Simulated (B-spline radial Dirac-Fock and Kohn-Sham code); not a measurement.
# Pm⁵⁵⁺: core levels and X-ray properties

Aim: for Pm⁵⁵⁺, compute its X-ray form factor and Compton profile, the binding energy of each subshell and how cheaper methods do for the levels.

Program: B-spline radial Dirac-Fock and Kohn-Sham code, version 2. Model: a free atom or ion on a radial basis; each step names its model. All values are calculated, but those marked as tabulated.

**1. What is computed**

Promethium as Pm⁵⁵⁺, configuration [He] 2s2 2p2.

```yaml
nuclear_charge: 61
electrons: 6
mass_number: 145
nuclear_rms_radius: 4.962 fm
```

**2. Form factor and Compton profile**

Model: Dirac-Fock average of configuration, finite nucleus; form factor of the spherical density, Waller-Hartree incoherent function, impulse-approximation Compton profiles.

Recorded inputs:

```ini
task = scatter
Z = 61
charge = 55
configuration = 1s2 2s2 2p2
mass_number = 145
rms_radius = 4.962  # fm
s = [0.0, 0.05, 0.1, 0.15, 0.2, 0.25, 0.3, 0.35, 0.4, 0.45, 0.5, 0.6, 0.7, 0.8, 0.9, 1.0, 1.1, 1.2, 1.4, 1.6, 1.8, 2.0, 2.5, 3.0, 3.5, 4.0, 5.0, 6.0]  # 1/A
pz = [0, 0.1, 0.14, 0.21, 0.29, 0.42, 0.6, 0.87, 1.2, 1.8, 2.5, 3.6, 5.2, 7.5, 11.0, 15.0, 22.0, 32.0, 45.0, 65.0, 93.0]  # a.u.
photon_energy = [5000, 10000, 20000, 30000, 50000, 100000, 500000, 1000000]  # eV
```

Results of the run (chosen fields of its result record, rounded):

```text
{
  "status": "converged",
  "form_factor [e]": [6.0, 5.9993, 5.9971, 5.9935, 5.9885, 5.9821, 5.9742, 5.9649, 5.9542, 5.9422, 5.9287, 5.8978, 5.8615, 5.8201, 5.7737, 5.7225, 5.6667, 5.6066, 5.4742, 5.3275, 5.1684, 4.9994, 4.5482, 4.0824, 3.6305, 3.2133, 2.5258, 2.0434],
  "incoherent": [4.9305e-13, 0.0010664, 0.0042637, 0.0095865, 0.017026, 0.026569, 0.0382, 0.051899, 0.067644, 0.085407, 0.10516, 0.1505, 0.20337, 0.26341, 0.33026, 0.40349, 0.48264, 0.56724, 0.7508, 0.95003, 1.1607, 1.3788, 1.9314, 2.4566, 2.9228, 3.3162, 3.8942, 4.265],
  "compton_total [1/a.u.]": [0.15775, 0.15775, 0.15774, 0.15772, 0.1577, 0.15763, 0.15751, 0.15723, 0.15676, 0.15553, 0.1535, 0.14912, 0.14051, 0.12492, 0.098715, 0.072092, 0.042007, 0.022681, 0.011649, 0.0044715, 0.0013449],
  "shells": ["1s1/2", "2s1/2", "2p1/2", "2p3/2"],
  "occupation": [2.0, 2.0, 0.66667, 1.3333],
  "mean_momentum [a.u.]": [58.992, 22.086, 29.139, 27.088],
  "r2 [bohr^2]": 0.039026,
  "r_inverse [1/bohr]": 199.62,
  "r1 [bohr]": 0.39997,
  "coherent [b]": [23.763, 23.222, 21.261, 18.593, 13.206, 5.9896, 0.49524, 0.13531],
  "incoherent_cross_section [b]": [0.022319, 0.085333, 0.30182, 0.57901, 1.0949, 1.6793, 1.585, 1.2219],
  "radial_jk": {
    "2p": {"j0": [1.0, 0.99985, 0.99939, 0.99863, 0.99757, 0.99621, 0.99455, 0.99259, 0.99034, 0.98779, 0.98495, 0.97841, 0.97075, 0.96199, 0.95218, 0.94135, 0.92954, 0.9168, 0.88874, 0.85758, 0.82377, 0.78777, 0.6913, 0.59113, 0.49325, 0.40216, 0.25043, 0.14318], "j2": [0.0, 6.072e-05, 0.00024279, 0.00054593, 0.00096969, 0.0015134, 0.0021763, 0.0029574, 0.0038555, 0.0048693, 0.0059973, 0.0085888, 0.011615, 0.015058, 0.018897, 0.023112, 0.027677, 0.032567, 0.043213, 0.054819, 0.067142, 0.079937, 0.11241, 0.14286, 0.16865, 0.18813, 0.2065, 0.2013], "r2": 0.0082397, "r4": 0.00013069, "r6": 3.3846e-06}
  }
}
```

The scattering functions against s = sin θ / λ:

```csv
s (1/Å),f (e),f / N,S(s)
0,6.000,1.000,0
0.100,5.997,1.000,0.004264
0.200,5.989,0.998,0.01703
0.300,5.974,0.996,0.03820
0.400,5.954,0.992,0.06764
0.500,5.929,0.988,0.1052
0.700,5.862,0.977,0.2034
0.900,5.774,0.962,0.3303
1.10,5.667,0.944,0.4826
1.40,5.474,0.912,0.7508
1.80,5.168,0.861,1.161
2.50,4.548,0.758,1.931
3.50,3.631,0.605,2.923
5.00,2.526,0.421,3.894
```

**3. Core and valence levels**

Model: Dirac-Fock average of configuration, Delta-SCF, finite nucleus, first-order Breit with its frequency dependence, self-energy and vacuum polarisation.

The run's settings:

```ini
task = binding
```

Results of the run (chosen fields of its result record, rounded):

```text
{
  "status": "converged",
  "shells": ["K", "L1", "L2,3"],
  "total_energy_parts [Ha]": [-5668.67579, 5.01328961, -0.287580297, -0.0324468471, 6.51161984, -0.997933088],
  "koopmans [eV]": [50802.6, 12050.7, 11448.2],
  "dirac_coulomb [eV]": [50791.7, 12049.7, 11446.9],
  "gaunt [eV]": [-106.909, -11.9183, -15.2635],
  "retardation [eV]": [3.75637, 1.01125, 2.74864],
  "breit_frequency [eV]": [0.416727, -0.0987011, 0.519993],
  "self_energy [eV]": [-74.9779, -10.8764, -0.501435],
  "vacuum_polarisation [eV]": [11.6955, 1.56623, -0.020009],
  "binding [eV]": [50625.7, 12029.4, 11434.4],
  "mean_radius [bohr]": [0.0230847, 0.0945007, 0.0843427]
}
```

total_energy_parts: Dirac-Coulomb, Gaunt, retardation, frequency dependence, self-energy, vacuum polarisation. 

Each level as Koopmans' value plus corrections (eV):

```csv
level,-ε,relaxation,Breit,QED,binding
K (1s),50802.6,-10.82,-102.74,-63.28,50625.7
L1 (2s),12050.7,-1.01,-11.01,-9.31,12029.4
"L2,3 (2p)",11448.2,-1.27,-11.99,-0.52,11434.4
```

**4. The levels by Dirac LDA**

Model: Dirac-Kohn-Sham LDA (Slater exchange, VWN correlation), finite nucleus, spherical and without spin polarisation.

The run's settings:

```ini
task = binding-ladder
method = lda,vwn
relativity = dirac
```

Results of the run (chosen fields of its result record, rounded):

```text
{
  "status": "converged",
  "shells": ["K", "L1", "L2,3"],
  "minus_eigenvalue [eV]": [50310.1, 11928.6, 11299.6],
  "delta_scf [eV]": [50802.5, 12049.9, 11439.9],
  "total_energy [Ha]": -5661.98561,
  "dirac_fock_binding [eV]": [50625.7, 12029.4, 11434.4]
}
```

Against the Dirac-Fock value with Breit and QED (eV):

```csv
level,-ε,miss,ΔSCF,miss,Dirac-Fock
K,50310.1,-315.6,50802.5,+176.8,50625.7
L1,11928.6,-100.8,12049.9,+20.5,12029.4
"L2,3",11299.6,-134.8,11439.9,+5.5,11434.4
```

**5. non-relativistic HF, for comparison**

Model: non-relativistic Hartree-Fock, average of configuration, point nucleus.

The run's settings:

```ini
task = binding-ladder
method = hf
relativity = nr
```

Results of the run (chosen fields of its result record, rounded):

```text
{
  "status": "converged",
  "shells": ["1s", "2s", "2p"],
  "minus_eigenvalue [eV]": [48207.4, 11289.1, 11138.6],
  "delta_scf [eV]": [48198.3, 11288.2, 11137.5],
  "total_energy [Ha]": -5384.9829
}
```

Beside the Dirac-Fock ΔSCF result with Breit and QED, in eV:

| level | -ε | miss | ΔSCF | miss | Dirac-Fock |
| --- | --- | --- | --- | --- | --- |
| 1s | 48207.4 | -2418.3 | 48198.3 | -2427.4 | 50625.7 |
| 2s | 11289.1 | -740.3 | 11288.2 | -741.1 | 12029.4 |
| 2p | 11138.6 | -295.7 | 11137.5 | -296.9 | 11434.4 |

Spin-orbit partners are averaged with weights 2j + 1.

**6. Cost and miss by method**

| method | level | eigenvalue miss (%) | ΔSCF miss (%) | time |
| --- | --- | --- | --- | --- |
| Dirac LDA | K | -0.62 | +0.35 | 0.38 s |
| non-relativistic HF | 1s | -4.78 | -4.79 | 0.06 s |
| Dirac-Fock + Breit + QED | all | - | reference | 0.58 s |

Times cover the ground state and all hole states of a step, on one thread of a shared host; states solved in an earlier step are reused, and a first call can include compiling.

**7. Results**

| quantity | value |
| --- | --- |
| rms radius of the electron cloud | 0.0806 bohr |
| form factor halves at | 4.3 1/Å |
| Compton profile at zero | 0.1578 1/a.u. |
| deepest level listed, K (1s) | 50625.7 eV |
| least bound, L2,3 (2p) | 11434.4 eV |
| ionisation energy, NIST (theoretical) | 11819.0 eV |
| Dirac LDA, K: eigenvalue / ΔSCF | 50310.1 / 50802.5 eV |
| non-relativistic HF, 1s: eigenvalue / ΔSCF | 48207.4 / 48198.3 eV |

What this shows: The form factor starts at the 6 electrons and halves by s = 4.3 1/Å. Incoherent scattering outweighs coherent from 500 keV on, among the energies asked. The K (1s) level lies 10.8 eV under Koopmans' value by relaxation alone; Breit gives -102.74 and QED -63.28 eV. NIST's ionisation energy differs by +384.63 eV from the least binding energy; the calculation averages open shells over their j components and terms. Dirac LDA misses the K level by -0.6 % with its eigenvalue and by +0.3 % with ΔSCF. Breit and QED terms, which only the reference holds, shift this level by tenths of a per cent, so the eigenvalue's nearness can be cancellation. Non-relativistic HF misses the 1s level by -4.8 % with its eigenvalue and by -4.8 % with ΔSCF, as relativity is missing. The Hartree-Fock and Dirac-Fock values hold no electron correlation.
